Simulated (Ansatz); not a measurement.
**Platinum, diamond under r²SCAN: structure, energy and stiffness**

Aim: take platinum in the diamond structure, relax it, solve it on a dense k-mesh, then scale the cell to 7 volumes from 88 to 112 % of the relaxed one and try a fit of the equation of state. The start is ferromagnetic. The k-meshes are 10×10×10 for the relaxation; 16×16×16 for the dense run; 16×16×16 for the volumes.

This is Pt in the diamond structure; at room conditions it is fcc.

Program: Ansatz 0.2.0. Level of theory: DFT r2SCAN, plane waves (500 eV) with PAW, scalar-relativistic; PBE-made PAW files. These are calculated values, not measurements.

### 1 The structure to begin with

The structure is cubic, space group Fd-3m (No. 227). Conventional cell: a = 5.463 Å, b = 5.463 Å, c = 5.463 Å, α = 90.00°, β = 90.00°, γ = 90.00°. Around Pt (site symmetry -43m) lie 4 Pt at 2.37 Å.

As a file:

```cif
data_structure
_symmetry_space_group_name_H-M 'Fd-3m:1'
_symmetry_Int_Tables_number 227
_cell_length_a 5.4628
_cell_length_b 5.4628
_cell_length_c 5.4628
_cell_angle_alpha 90.000
_cell_angle_beta 90.000
_cell_angle_gamma 90.000
_cell_volume 163.02
loop_
_atom_site_label
_atom_site_type_symbol
_atom_site_symmetry_multiplicity
_atom_site_Wyckoff_symbol
_atom_site_fract_x
_atom_site_fract_y
_atom_site_fract_z
_atom_site_occupancy
Pt1 Pt 8 b 0.75000 0.75000 0.75000 1
```

Starting moments (μB): +1 ×2.

### 2 Relaxation of the cell

Input file input.yaml:

```yaml
crystal:
  lattice:
    - [0.0, 2.731412573, 2.731412573]
    - [2.731412573, 0.0, 2.731412573]
    - [2.731412573, 2.731412573, 0.0]
  atoms:
    - { symbol: Pt, position: [0.125, 0.125, 0.125], spin: 1.0 }
    - { symbol: Pt, position: [0.875, 0.875, 0.875], spin: 1.0 }
hamiltonian:
  xc: r2scan
  pseudopotentials:
    kind: paw
    azcp:
      Pt: "pseudopotentials/Pt.paw.azcp"
basis:
  ecutwfc: 500
  fft_grid_basis: typed
kpoints:
  mp_grid: { grid: [10, 10, 10], shift: [0, 0, 0] }
magnetization:
  spin_polarized: true
scf:
  occupations: { method: fermi_dirac, width: 0.05 }
relax:
  max_steps: 60
  f_tol: 0.01
  cell: {}
```

The runs that follow: The energy on a finer k-mesh; At 88 % of the relaxed volume; At 92 % of the relaxed volume; At 96 % of the relaxed volume; At 100 % of the relaxed volume; At 104 % of the relaxed volume; At 108 % of the relaxed volume; At 112 % of the relaxed volume.

What does the calculation give? Wanted: space group; conventional cell; volume; shortest distance; gap on the mesh; magnetic state; relative to fcc; V₀, B₀, B₀′.

As calculated:

| quantity | value |
| --- | --- |
| space group (spins left aside) | Fd-3m (No. 227) |
| conventional cell | a = 5.738 Å |
| volume | 23.616 Å³/atom |
| shortest distance | 2.485 Å |
| gap on the mesh | none (levels filled in part) |
| magnetic state | ferromagnetic, up to 0.67 μB per atom |
| relative to fcc | +1104 meV/atom |
| V₀, B₀, B₀′ | 23.622 Å³/atom, 127 GPa, 5.1 |

In words: The relaxation enlarged the cell by 15.9 % in volume. It lies 1104 meV/atom above the element's reference form at the same level (fcc, from a run of its own), so it is far from stable. The final state is ferromagnetic (largest moment 0.67 μB). No gap shows: it is a metal or semimetal at this level. The fitted modulus is 127 GPa. The symmetry was held, so the structure may be unstable against distortions that break it.
